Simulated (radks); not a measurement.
# Taking charge from the 4d level of Sb⁺ in fractions

What happens to E and to the 4d eigenvalue of Sb⁺ when a fraction of an electron is removed? The exact functional would give straight lines between whole numbers for a frontier level.

Method: non-relativistic Kohn-Sham, PBE, spin-polarised, spherical densities, point nucleus; open shells are filled with parallel spins first. Code: radks (a radial shooting solver on a logarithmic mesh, Libxc functionals) version 1.

## 1. Starting point

- element: antimony (Z = 51)
- charge: +1
- electrons: 50
- configuration: [Kr] 4d(up 5, down 5) 5s2 5p2

A shell typed twice in an input gives spin up, then spin down.

## 2. Start: [Kr] 4d(up 5, down 5) 5s2 5p2

The run's settings:

```text
Z 51
configuration [Kr] 4d5 4d5 5s2 5p2
relativity non-relativistic
functional pbe,pbe
spin polarised
nucleus point
```

## 3. 0.125 electron removed from 4d

The run's settings:

```text
Z 51
configuration [Kr] 4d5 4d4.875 5s2 5p2
relativity non-relativistic
functional pbe,pbe
spin polarised
nucleus point
```

## 4. 0.25 electron removed from 4d

The run's settings:

```text
Z 51
configuration [Kr] 4d5 4d4.75 5s2 5p2
relativity non-relativistic
functional pbe,pbe
spin polarised
nucleus point
```

## 5. 0.375 electron removed from 4d

The run's settings:

```text
Z 51
configuration [Kr] 4d5 4d4.625 5s2 5p2
relativity non-relativistic
functional pbe,pbe
spin polarised
nucleus point
```

## 6. 0.5 electron removed from 4d

The run's settings:

```text
Z 51
configuration [Kr] 4d5 4d4.5 5s2 5p2
relativity non-relativistic
functional pbe,pbe
spin polarised
nucleus point
```

## 7. 0.625 electron removed from 4d

The run's settings:

```text
Z 51
configuration [Kr] 4d5 4d4.375 5s2 5p2
relativity non-relativistic
functional pbe,pbe
spin polarised
nucleus point
```

## 8. 0.75 electron removed from 4d

The run's settings:

```text
Z 51
configuration [Kr] 4d5 4d4.25 5s2 5p2
relativity non-relativistic
functional pbe,pbe
spin polarised
nucleus point
```

## 9. 0.875 electron removed from 4d

The run's settings:

```text
Z 51
configuration [Kr] 4d5 4d4.125 5s2 5p2
relativity non-relativistic
functional pbe,pbe
spin polarised
nucleus point
```

## 10. 1 electron removed from 4d

The run's settings:

```text
Z 51
configuration [Kr] 4d5 4d4 5s2 5p2
relativity non-relativistic
functional pbe,pbe
spin polarised
nucleus point
```

What does the calculation give? Wanted: for each run, removed; E − E(0); eigenvalue; E minus straight line.

The runs gave:

```
removed (e)  E − E(0) (eV)  eigenvalue (eV)  E minus straight line (eV)
          0          0.000          -43.470                       0.000
      0.125          5.554          -45.393                      -0.869
       0.25         11.349          -47.342                      -1.496
      0.375         17.390          -49.316                      -1.877
        0.5         23.679          -51.316                      -2.010
      0.625         30.220          -53.339                      -1.892
       0.75         37.015          -55.385                      -1.519
      0.875         44.067          -57.453                      -0.890
          1         51.379          -59.544                       0.000
```

What this shows: Removing the whole electron costs 51.379 eV, against 43.470 eV from minus the starting eigenvalue. Slater's transition state, half an electron removed, gives 51.316 eV. The trapezoid integral of minus the eigenvalue gives 51.381 eV over the range, against 51.379 eV from the energies (Janak's theorem). The eigenvalue moves by 16.1 eV per electron. E bends below the straight line by 2.01 eV at 0.5 electron removed.
